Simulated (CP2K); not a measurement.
# CH5OSn (SMILES [CH3][SnH][OH]) at 3 levels

We compute a comparison of 3 runs (AM1, PM6, GFN2-xTB) of CH5OSn. 

The calculation is run with CP2K 2026.2.

2 further runs of the same task are left out: 1 that didn't finish, 1 set aside as unsound or not needed.

### 1 The system as given

The species is CH5OSn (8 atoms), meant as a doublet with charge 0. As SMILES, `[CH3][SnH][OH]`. Geometry: a GFN2-xTB relaxation, a rough one for these elements and not checked as a minimum. This is one conformer, not always the lowest.

Bond lengths: C1–Sn2 2.347 Å, Sn2–O3 2.041 Å, C1–H4 1.082 Å, C1–H5 1.085 Å, C1–H6 1.083 Å, Sn2–H7 1.908 Å, O3–H8 0.953 Å. Angles: C1–Sn2–O3 100.6°, C1–Sn2–H7 113.0°, O3–Sn2–H7 95.4°, Sn2–C1–H4 110.6°, Sn2–C1–H5 108.2°, Sn2–C1–H6 105.0°, Sn2–O3–H8 121.7°, H4–C1–H5 110.9°, H4–C1–H6 110.9°, H5–C1–H6 111.0°.

### 2 Energy and gradient at AM1 (run 1)

Contents of molecule.pdb:

```
HETATM    1 C    MOL A   1      -0.876   0.965  -0.071  1.00  0.00           C
HETATM    2 Sn   MOL A   1       1.268   0.070   0.265  1.00  0.00          SN
HETATM    3 O    MOL A   1       0.818  -1.908   0.491  1.00  0.00           O
HETATM    4 H    MOL A   1      -0.815   2.013  -0.333  1.00  0.00           H
HETATM    5 H    MOL A   1      -1.448   0.826   0.840  1.00  0.00           H
HETATM    6 H    MOL A   1      -1.297   0.387  -0.885  1.00  0.00           H
HETATM    7 H    MOL A   1       2.245  -0.154  -1.359  1.00  0.00           H
HETATM    8 H    MOL A   1       0.105  -2.199   1.053  1.00  0.00           H
END
```

Contents of calc.inp:

```
&GLOBAL
 PROJECT calc
 RUN_TYPE ENERGY_FORCE
 PRINT_LEVEL MEDIUM
&END GLOBAL
&FORCE_EVAL
 METHOD QUICKSTEP
 &DFT
  MULTIPLICITY 2
  UNRESTRICTED_KOHN_SHAM T
  &QS
   METHOD AM1
   EPS_DEFAULT 1.0E-10
   &SE
    &COULOMB
     CUTOFF [angstrom] 50
     RC_RANGE [angstrom] 0
    &END COULOMB
    &EXCHANGE
     CUTOFF [angstrom] 50
     RC_RANGE [angstrom] 0
    &END EXCHANGE
   &END SE
  &END QS
  &POISSON
   PERIODIC NONE
   POISSON_SOLVER ANALYTIC
  &END POISSON
  &SCF
   SCF_GUESS ATOMIC
   EPS_SCF 1.0E-07
   MAX_SCF 150
   ADDED_MOS 4
   LEVEL_SHIFT 0.5
   &DIAGONALIZATION
    ALGORITHM STANDARD
   &END DIAGONALIZATION
   &MIXING
    METHOD DIRECT_P_MIXING
    ALPHA 0.4
   &END MIXING
  &END SCF
  &PRINT
   &MOMENTS
    PERIODIC F
    REFERENCE COM
    MAX_MOMENT 1
   &END MOMENTS
   &MO ON
    ENERGIES T
    OCCUPATION_NUMBERS T
    NDIGITS 6
    &EACH
     QS_SCF 0
    &END EACH
    ADD_LAST NUMERIC
   &END MO
   &HIRSHFELD OFF
   &END HIRSHFELD
  &END PRINT
 &END DFT
 &SUBSYS
  &CELL
   ABC 11.7 12.2 10.4
   PERIODIC NONE
  &END CELL
  &TOPOLOGY
   COORD_FILE_NAME molecule.pdb
   COORD_FILE_FORMAT PDB
   CONN_FILE_FORMAT OFF
   &CENTER_COORDINATES
   &END CENTER_COORDINATES
  &END TOPOLOGY
 &END SUBSYS
 &PRINT
  &FORCES ON
  &END FORCES
 &END PRINT
&END FORCE_EVAL
```

Started as:

```sh
$ OMP_NUM_THREADS=1 cp2k.psmp calc.inp > calc.out
```

Output:

```text
CP2K| version string:                                       CP2K version 2026.2
[...]
 GLOBAL| Method name                                                        CP2K
[...]
 GLOBAL| Run type                                                   ENERGY_FORCE
[...]
                             - Atoms:                                          8
[...]
                             - Spherical basis functions:                     17
[...]
 Number of electrons:                                                         10
[...]
     1 P_Mix/Diag. 0.40E+00    0.0     0.45325012       -17.7248241262 -1.77E+01
[...]
    95 DIIS/Diag.  0.11E-06    0.0     0.00000010       -22.0088789935 -4.97E-14
  *** SCF run converged in    95 steps ***
  Core-core repulsion energy [eV]:                            796.64750037560202
  Core Hamiltonian energy [eV]:                              -967.87994523972486
  Two-electron integral energy [eV]:                         -855.31921935903756
  Electronic energy [eV]:                                   -1395.53955491924376
  Total energy [eV]:                                         -598.89205454364162
  Atomic reference energy [eV]:                               599.00708664449064
  Heat of formation [kcal/mol]:                                 2.65270347400590
[...]
 SE_DIPOLE| Moment [Debye]         -0.02665531      -2.34630343      -1.55822595
 SE_DIPOLE| Derivative [a.u.]       0.00000000       0.00000000       0.00000000
 ENERGY| Total FORCE_EVAL ( QS ) energy [hartree]            -22.008878993463849
[...]
```

It took 0.73 s on 1 thread of Arm Neoverse N1, shared host; peak memory 0.14 GiB.

### 3 Energy and forces at PM6 (run 2)

Contents of run.inp:

```
&GLOBAL
  PROJECT run
  RUN_TYPE ENERGY_FORCE
  PRINT_LEVEL MEDIUM
&END GLOBAL

&FORCE_EVAL
  METHOD Quickstep
  &DFT
    MULTIPLICITY 2
    LSD T
    &QS
      METHOD PM6
      EPS_DEFAULT 1.0E-10
      &SE
        &COULOMB
          CUTOFF [angstrom] 50
          RC_RANGE [angstrom] 0
        &END COULOMB
        &EXCHANGE
          CUTOFF [angstrom] 50
          RC_RANGE [angstrom] 0
        &END EXCHANGE
      &END SE
    &END QS
    &POISSON
      PERIODIC NONE
      POISSON_SOLVER ANALYTIC
    &END POISSON
    &SCF
      SCF_GUESS ATOMIC
      EPS_SCF 1.0E-07
      MAX_SCF 150
      ADDED_MOS 4
      &DIAGONALIZATION
        ALGORITHM STANDARD
      &END DIAGONALIZATION
      &MIXING
        METHOD DIRECT_P_MIXING
        ALPHA 0.4
      &END MIXING
    &END SCF
    &PRINT
      &MOMENTS
        PERIODIC F
        REFERENCE COM
        MAX_MOMENT 1
      &END MOMENTS
      &MO ON
        ENERGIES T
        OCCUPATION_NUMBERS T
        NDIGITS 6
        &EACH
          QS_SCF 0
        &END EACH
        ADD_LAST NUMERIC
      &END MO
      &HIRSHFELD OFF
      &END HIRSHFELD
    &END PRINT
  &END DFT
  &SUBSYS
    &CELL
      ABC 13.7 14.2 12.4
      PERIODIC NONE
    &END CELL
    &COORD
      C     -0.875580     0.965130    -0.071450
      Sn     1.268360     0.069770     0.264970
      O      0.817530    -1.907630     0.490730
      H     -0.814850     2.013300    -0.332560
      H     -1.447950     0.826230     0.839820
      H     -1.297050     0.386810    -0.884940
      H      2.244950    -0.154450    -1.359240
      H      0.104600    -2.199150     1.052660
    &END COORD
    &TOPOLOGY
      &CENTER_COORDINATES
      &END CENTER_COORDINATES
    &END TOPOLOGY
  &END SUBSYS
  &PRINT
    &FORCES ON
    &END FORCES
  &END PRINT
&END FORCE_EVAL
```

Started as:

```sh
$ OMP_NUM_THREADS=1 cp2k.psmp run.inp > run.out
```

Output:

```text
CP2K| version string:                                       CP2K version 2026.2
[...]
 GLOBAL| Method name                                                        CP2K
[...]
 GLOBAL| Run type                                                   ENERGY_FORCE
[...]
                             - Atoms:                                          8
[...]
                             - Spherical basis functions:                     17
[...]
 Number of electrons:                                                         10
[...]
     1 P_Mix/Diag. 0.40E+00    0.0     0.47288270       -16.0288642429 -1.60E+01
[...]
    26 DIIS/Diag.  0.11E-06    0.0     0.00000006       -20.3625830743 -2.45E-13
  *** SCF run converged in    26 steps ***
  Core-core repulsion energy [eV]:                            790.60214330860265
  Core Hamiltonian energy [eV]:                              -919.19648663449959
  Two-electron integral energy [eV]:                         -850.99944204213932
  Electronic energy [eV]:                                   -1344.69620765556920
  Total energy [eV]:                                         -554.09406434696666
  Atomic reference energy [eV]:                               554.32388514449065
  Heat of formation [kcal/mol]:                                 5.29979391396895
[...]
 SE_DIPOLE| Moment [Debye]         -0.18165946      -2.25418231      -0.49462006
 SE_DIPOLE| Derivative [a.u.]       0.00000000       0.00000000       0.00000000
 ENERGY| Total FORCE_EVAL ( QS ) energy [hartree]            -20.362583074343171
[...]
```

Wall time 0.51 s (1 thread of Arm Neoverse N1, shared host); peak memory 0.14 GiB.

### 4 Energy and forces at GFN2-xTB (run 3)

Contents of mol.inp:

```
&global
 project_name mol
 run_type ENERGY_FORCE
 print_level LOW
&end global

&force_eval
 method QUICKSTEP
 &dft
  charge 0
  multiplicity 2
  spin_polarized T
  &qs
   method XTB
   eps_default 1.0E-10
   &xtb
    gfn_type TBLITE
    &tblite
     method GFN2
    &end tblite
    check_atomic_charges F
   &end xtb
  &end qs
  &poisson
   periodic NONE
   poisson_solver ANALYTIC
  &end poisson
  &scf
   scf_guess ATOMIC
   eps_scf 1.0E-06
   max_scf 150
   added_mos 8
   &diagonalization
    algorithm STANDARD
   &end diagonalization
   &mixing
    method DIRECT_P_MIXING
    alpha 0.4
   &end mixing
  &end scf
  &print
   &moments
    periodic F
    reference COM
    max_moment 1
   &end moments
   &mo ON
    energies T
    occupation_numbers T
    ndigits 6
    &each
     qs_scf 0
    &end each
    add_last NUMERIC
   &end mo
   &hirshfeld OFF
   &end hirshfeld
  &end print
 &end dft
 &subsys
  &cell
   abc [angstrom] 13.7 14.2 12.4
   periodic NONE
  &end cell
  &coord
   C     -0.875580     0.965130    -0.071450
   Sn     1.268360     0.069770     0.264970
   O      0.817530    -1.907630     0.490730
   H     -0.814850     2.013300    -0.332560
   H     -1.447950     0.826230     0.839820
   H     -1.297050     0.386810    -0.884940
   H      2.244950    -0.154450    -1.359240
   H      0.104600    -2.199150     1.052660
  &end coord
  &topology
   &center_coordinates
   &end center_coordinates
  &end topology
 &end subsys
 &print
  &forces ON
  &end forces
 &end print
&end force_eval
```

Started as:

```sh
$ OMP_NUM_THREADS=1 cp2k.psmp mol.inp > mol.out
```

Output:

```text
CP2K| version string:                                       CP2K version 2026.2
[...]
 GLOBAL| Method name                                                        CP2K
[...]
 GLOBAL| Run type                                                   ENERGY_FORCE
[...]
                             - Atoms:                                          8
[...]
                             - Spherical basis functions:                     22
[...]
 Number of electrons:                                                         10
[...]
  *** SCF run converged in    32 steps ***
[...]
  Fermi energy:                                                -0.35459831507799
[...]
 TB_DIPOLE| Moment [Debye]         -0.81299516       2.08698444       1.02597287
 TB_DIPOLE| Derivative [a.u.]       0.00000000       0.00000000       0.00000000
[...]
 ENERGY| Total FORCE_EVAL ( QS ) energy [hartree]            -10.819907391607725
 FORCES| Atomic forces [hartree/bohr]
 FORCES|   Atom     x               y               z               |f|
 FORCES|      1 -3.36293667E-05 -1.88516903E-04  4.61220695E-04   4.99393719E-04
 FORCES|      2 -8.53526708E-04  3.45120398E-04  1.96664801E-03   2.17147884E-03
 FORCES|      3  4.07138844E-04  3.58523849E-04 -8.27250484E-05   5.48766637E-04
 FORCES|      4 -1.73202102E-04  3.42633118E-04 -7.87882225E-05   3.91923469E-04
 FORCES|      5 -4.29181153E-04  1.46956805E-04 -2.76225410E-07   4.53643959E-04
 FORCES|      6 -1.75859060E-04 -1.16507910E-04  1.19044935E-05   2.11287053E-04
 FORCES|      7  1.75264859E-03 -6.00656351E-04 -2.29294106E-03   2.94790499E-03
 FORCES|      8 -4.94389043E-04 -2.87553007E-04  1.49573500E-05   5.72128465E-04
 FORCES| Sum     5.26922256E-17  1.06793914E-17  1.07463070E-16
 FORCES| Total atomic force                                       1.20161689E-16
[...]
```

Wall time 0.59 s (1 thread of Arm Neoverse N1, shared host); peak memory 0.14 GiB.

### 5 All runs side by side

```tsv
run	level	level shift	cell	energy (Eh)	dipole moment (D)	HOMO energy (eV)	LUMO energy (eV)	wall time
1	AM1	0.5	(11.7, 12.2, 10.4)	-22.008879	2.82	-9.09	-1.67	0.73 s
2	PM6	–	(13.7, 14.2, 12.4)	-20.362583	2.31	-7.91	-1.72	0.51 s
3	GFN2-xTB	–	(13.7, 14.2, 12.4)	-10.819907	2.46	-9.90	-9.40	0.59 s
```

### 6 Outcome

```
                                        quantity         value
                             run 3: total energy  -10.81991 Eh
run 3: dipole moment (from atomic charges alone)        2.46 D
       run 3: HOMO energy (highest over α and β)      -9.90 eV
        run 3: LUMO energy (lowest over α and β)      -9.40 eV
                 run 3: largest force on an atom    0.152 eV/Å
```

What this shows: The dipole moment (its size) runs from 2.31 D (PM6) to 2.82 D (AM1). Some of these are taken from atomic charges alone. Force-field and semi-empirical energies have zeros of their own, so their totals don't compare. All runs together took 1.8 s, the longest 0.73 s.
